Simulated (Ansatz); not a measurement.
Write a Python script for Ansatz's Python interface that makes a rigid torsion scan of H5SbSi, SMILES [SiH3][SbH2]. Use (for the species named): PBE, def2-SVP basis, multiplicity 1.

```xyz
7

Si   -0.6154   -0.5947   -0.4099
Sb    1.1385    0.1062    1.2058
H    -1.9277   -0.8691    0.3017
H    -0.1537   -1.7165   -1.1906
H    -0.9185    0.5599   -1.3608
H     0.3746    1.6825    1.4953
H     2.1635    0.7637   -0.0873
```

`h5sbsi.py`:
```python
# -*- coding: utf-8 -*-
"""Energy of H5SbSi as one group turns about a bond."""

import ansatz as az
from ase import Atoms

params = {
    "basis_set": "def2-SVP",
    "functional": "pbe",
    "fmax": 0.02,
}

atoms = Atoms(["Si", "Sb", "H", "H", "H", "H", "H"], positions=[
    (-0.6154, -0.5947, -0.4099),
    (1.1385, 0.1062, 1.2058),
    (-1.9277, -0.8691, 0.3017),
    (-0.1537, -1.7165, -1.1906),
    (-0.9185, 0.5599, -1.3608),
    (0.3746, 1.6825, 1.4953),
    (2.1635, 0.7637, -0.0873),
])

# relax first, so that the scan starts from a minimum
first = (
    az.Crystal.molecule_from_ase(atoms).calculation()
    .basis(gaussian=params["basis_set"])
    .functional(params["functional"])
    .relax(force_tolerance=params["fmax"], max_steps=80)
)
atoms.positions = first.run(threads=1, backend="cpu").report["positions_ang"]

start = atoms.get_dihedral(2, 0, 1, 5)
energies = {}
for turn in range(0, 360, 40):
    turned = atoms.copy()
    turned.set_dihedral(2, 0, 1, 5, start + turn, indices=[1, 5, 6])
    job = (
        az.Crystal.molecule_from_ase(turned).calculation()
        .basis(gaussian=params["basis_set"])
        .functional(params["functional"])
    )
    energies[round((start + turn) % 360)] = job.run(threads=1, backend="cpu").report["free_energy_ev"]
floor = min(energies.values())
print("dihedral H2-Si0-Sb1-H5 (deg)   E - E(min) (eV)")
for angle, e in sorted(energies.items()):
    print(f"{angle:8d} {(e - floor):14.3f}  " + "#" * int(30 * (e - floor) / max(max(energies.values()) - floor, 1e-9)))
```

```console
$ python h5sbsi.py
dihedral H2-Si0-Sb1-H5 (deg)   E - E(min) (eV)
       4          0.037  ############################
      44          0.011  ########
      84          0.039  #############################
     124          0.040  ##############################
     164          0.011  ########
     204          0.037  ############################
     244          0.031  #######################
     284          0.000
     324          0.031  #######################
```

Reading the output:
- The scan is rigid and the energies are electronic, in a modest basis. With rigid groups the curve can differ much from the relaxed path, the start wasn't checked as a minimum of this torsion, and equivalent turns needn't return to the same energy.
- def2 sets replace the cores of elements past krypton by effective core potentials.
- Run time: 12 s on 1 thread of Intel(R) Xeon(R) Processor @ 2.30GHz, on a shared host, peak memory 0.24 GiB.
